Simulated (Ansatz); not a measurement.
**FH4SbSi: atomisation energy, by script**

How much energy holds FH4SbSi together? Aim: an atomisation energy, for FH4SbSi, run from a script.

All numbers are computed with Ansatz 0.2.0, driven from Python. Level of theory: CAM-B3LYP/def2-SVP.

**1. Starting point**

Bond lengths: F1–Sb2 2.057 Å, Sb2–Si3 2.500 Å, Sb2–H4 1.787 Å, Si3–H5 1.505 Å, Si3–H6 1.489 Å, Si3–H7 1.453 Å. Angles: F1–Sb2–Si3 91.7°, F1–Sb2–H4 90.3°, Si3–Sb2–H4 89.3°, Sb2–Si3–H5 109.3°, Sb2–Si3–H6 110.5°, Sb2–Si3–H7 112.2°, H5–Si3–H6 108.3°, H5–Si3–H7 107.6°, H6–Si3–H7 108.8°.

The script reads fh4sbsi.xyz:

```xyz
7

F    -0.49360   -2.12320    1.14510
Sb   -1.50430   -0.77310   -0.03270
Si    0.39790    0.84560    0.06290
H    -0.78550   -1.49840   -1.49920
H     1.69000    0.10870   -0.16650
H     0.46290    1.49630    1.40060
H     0.29390    1.87630   -0.95590
```

**2. The script**

tae_fh4sbsi.py reads:

```python
# -*- coding: utf-8 -*-
"""Atomisation energy of FH4SbSi at the given geometry."""

from collections import Counter

import ansatz as az

BASIS = "def2-SVP"
XC = "cam_b3lyp"


def total_energy(molecule, charge=0, unpaired=0):
    calc = molecule.calculation().basis(gaussian=BASIS).functional(XC)
    if charge:
        calc = calc.charge(charge)
    if unpaired:
        calc = calc.spin("collinear", total=unpaired)
    return calc.run().report["free_energy_ev"]


def main():
    mol = az.Crystal.molecule_from_extxyz("fh4sbsi.xyz")

    # Hund ground states
    unpaired = {"F": 1, "Sb": 3, "Si": 2, "H": 1}
    counts = Counter(site.symbol for site in mol.cartesian_sites)
    atom_energy = {s: total_energy(az.Crystal.molecule().atom(s, (0, 0, 0)), 0, unpaired[s]) for s in counts}
    whole = total_energy(mol, 0, 0)
    for s, e in atom_energy.items():
        print(f"{s:2s} x{counts[s]}  {e:14.5f} eV")
    print(f"FH4SbSi: {whole:.5f} eV")
    split = sum(counts[s] * e for s, e in atom_energy.items()) - whole
    print(f"atomisation energy (no zero-point term): {split:.3f} eV, {split / sum(counts.values()):.3f} eV an atom")


if __name__ == "__main__":
    main()
```

**3. The input behind the calls**

The package turns the script's settings into the engine's input (first run):

```yaml
crystal:
  periodic: [false, false, false]
  atoms:
    - { symbol: F, position_ang: [0.0, 0.0, 0.0] }
basis:
  gaussian:
    orbitals: def2-SVP
hamiltonian:
  xc: cam_b3lyp
magnetization:
  spin_polarized: true
  initial_magnetization: 1.0
```

**4. The run**

Started as:

```
$ python tae_fh4sbsi.py
```

The program printed:

```text
F  x1     -2710.70462 eV
Sb x1     -6536.07603 eV
Si x1     -7871.66477 eV
H  x4       -13.54842 eV
FH4SbSi: -17191.38711 eV
atomisation energy (no zero-point term): 18.748 eV, 2.678 eV an atom
```

It took 3.8 s on 1 thread of Arm Neoverse V2, shared host; peak memory 0.23 GiB.

**5. What changed from run to run**

The engine's inputs for some of the other runs:

Run 2, against run 1:

```diff
@@ -4 +4 @@
-    - { symbol: F, position_ang: [0.0, 0.0, 0.0] }
+    - { symbol: Sb, position_ang: [0.0, 0.0, 0.0] }
@@ -12 +12 @@
-  initial_magnetization: 1.0
+  initial_magnetization: 3.0
```

Run 3, against run 1:

```diff
@@ -4 +4 @@
-    - { symbol: F, position_ang: [0.0, 0.0, 0.0] }
+    - { symbol: Si, position_ang: [0.0, 0.0, 0.0] }
@@ -12 +12 @@
-  initial_magnetization: 1.0
+  initial_magnetization: 2.0
```

Run 4, against run 1:

```diff
@@ -4 +4 @@
-    - { symbol: F, position_ang: [0.0, 0.0, 0.0] }
+    - { symbol: H, position_ang: [0.0, 0.0, 0.0] }
```

**6. The runs side by side**

The 5 runs, in the order started:

| run | system | unpaired or total moment | energy (eV) | <S²> | SCF cycles | CPU time (s) |
| --- | --- | --- | --- | --- | --- | --- |
| 1 | F | 1 | -2710.7046 | 0.75 | 11 | 0.15 |
| 2 | Sb | 3 | -6536.0760 | 3.75 | 11 | 0.42 |
| 3 | Si | 2 | -7871.6648 | 2.00 | 11 | 0.21 |
| 4 | H | 1 | -13.5484 | 0.75 | 8 | 0.07 |
| 5 | FH4SbSi | not set | -17191.3871 | 0.00 | 18 | 2.5 |

Totals carry meaning only in balanced differences at one level of theory.

**7. Outcome**

```
                         quantity      value
atomisation energy, no zero point  18.748 eV
                    runs compared          5
```

In words: Zero-point motion and spin-orbit terms of the atoms are left out, and both would lower it. 18.748 eV from the electronic energies, without the zero-point term. Caveats:
- The geometry is a force-field or estimated start, not a minimum of this method, and the basis set is short of its limit. All parts are taken at fixed geometry, without zero-point energy.
- def2 sets replace the cores of elements past krypton by effective core potentials.
- The spin-orbit lowering of heavy atoms is left out.
